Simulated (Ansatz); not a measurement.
What does this script print? It uses Ansatz 0.2.0, Python API.

`elastic_ca3p2.py`
```python
"""Elastic constants of Ca3P2."""

from dataclasses import replace

import ansatz as az
import numpy as np


def main() -> None:
    lattice = az.Lattice.of(
        [5.31, 0.0, 0.0],
        [0.0, 5.31, 0.0],
        [0.0, 0.0, 5.31],
    )
    sites = [
        ("Ca", [0.0, 0.5, 0.5]),
        ("Ca", [0.5, 0.0, 0.5]),
        ("Ca", [0.5, 0.5, 0.0]),
        ("P", [0.0, 0.0, 0.0]),
        ("P", [0.5, 0.5, 0.5]),
    ]
    xtal = az.Crystal(lattice=lattice)
    for symbol, position in sites:
        xtal = xtal.atom(symbol, position)

    calc = (
        xtal.calculation()
        .functional("PBEsol")
        .occupations(az.OccupationsMethod.FIXED)
        .kpoints(4, 4, 4)
    )
    # relax, then strain
    rest = calc.relax(cell=True).run().lattice
    relaxed = az.Crystal(lattice=az.Lattice.of(rest.cell_ang))
    for site in rest.sites:
        relaxed = relaxed.atom(site.symbol, site.position_frac)
    calc = replace(calc, crystal=relaxed)
    print("relaxed volume {:.3f} A^3".format(abs(np.linalg.det(rest.cell_ang))))
    outcome = calc.elastic("clamped-ion").run()
    elastic = outcome.elastic

    print("C_ij (GPa), Voigt order xx yy zz yz xz xy")
    for row in elastic.c_gpa:
        print(" ".join(f"{value:8.1f}" for value in row))
    print("smallest eigenvalue of C:", round(elastic.stability.min_eigenvalue_gpa, 1), "GPa; tensor positive definite:", elastic.stability.min_eigenvalue_gpa > 0)
    # averaged moduli need a positive definite tensor
    if elastic.stability.min_eigenvalue_gpa > 0:
        m = elastic.moduli
        print(f"K = {m.k_hill_gpa:.1f}, G = {m.g_hill_gpa:.1f}, E = {m.youngs_gpa:.1f} GPa, Poisson ratio {m.poisson:.3f}, K/G = {m.k_hill_gpa / m.g_hill_gpa:.2f}")
        S = np.linalg.inv(elastic.c_gpa)
        print("Young modulus along x, y, z (GPa):", np.round(1 / np.diag(S)[:3], 1))
        print("linear compressibility along x, y, z (1/TPa):", np.round(1000 * S[:3, :3].sum(axis=1), 2))


if __name__ == "__main__":
    main()
```

Running `python elastic_ca3p2.py` prints:
```text
DeckWarning: basis.ecutwfc = 420 eV, auto-derived from the records' recommended cutoffs: set by Ca (normal level)
relaxed volume 144.050 A^3
C_ij (GPa), Voigt order xx yy zz yz xz xy
   119.3      3.6      3.6      0.0      0.0      0.0
     3.6    119.3      3.6      0.0      0.0      0.0
     3.6      3.6    119.3      0.0      0.0      0.0
    -0.0      0.0      0.0     16.8     -0.0      0.0
    -0.0     -0.0     -0.0      0.0     16.8      0.0
    -0.0     -0.0      0.0     -0.0      0.0     16.8
smallest eigenvalue of C: 16.8 GPa; tensor positive definite: True
K = 42.1, G = 28.4, E = 69.6 GPa, Poisson ratio 0.225, K/G = 1.48
Young modulus along x, y, z (GPa): [119.1 119.1 119.1]
linear compressibility along x, y, z (1/TPa): [7.91 7.91 7.91]
```
(Warnings from the package without file and line.)

Reading the output:
- Under fixed occupations the level called the Fermi level is the highest filled one on the SCF mesh; off the mesh a filled band can lie a little above it.
- A positive definite tensor excludes instabilities under uniform strain alone; phonons elsewhere in the zone can still be imaginary.
- These are clamped-ion constants: where atoms have free coordinates under strain, the relaxed-ion ones can be far smaller or negative, so this tensor doesn't settle whether the crystal is stable.
- The structure comes from a database of computed cells and needn't be a stable or known phase.
- The constants belong to the cell that was strained; where it wasn't relaxed first it may be under stress.
- Timing: 30 s on 1 thread of Arm Neoverse V2, on a shared host, peak memory 0.46 GiB.

(A comment or docstring line of the script was reworded after the run, the code is as it ran.)
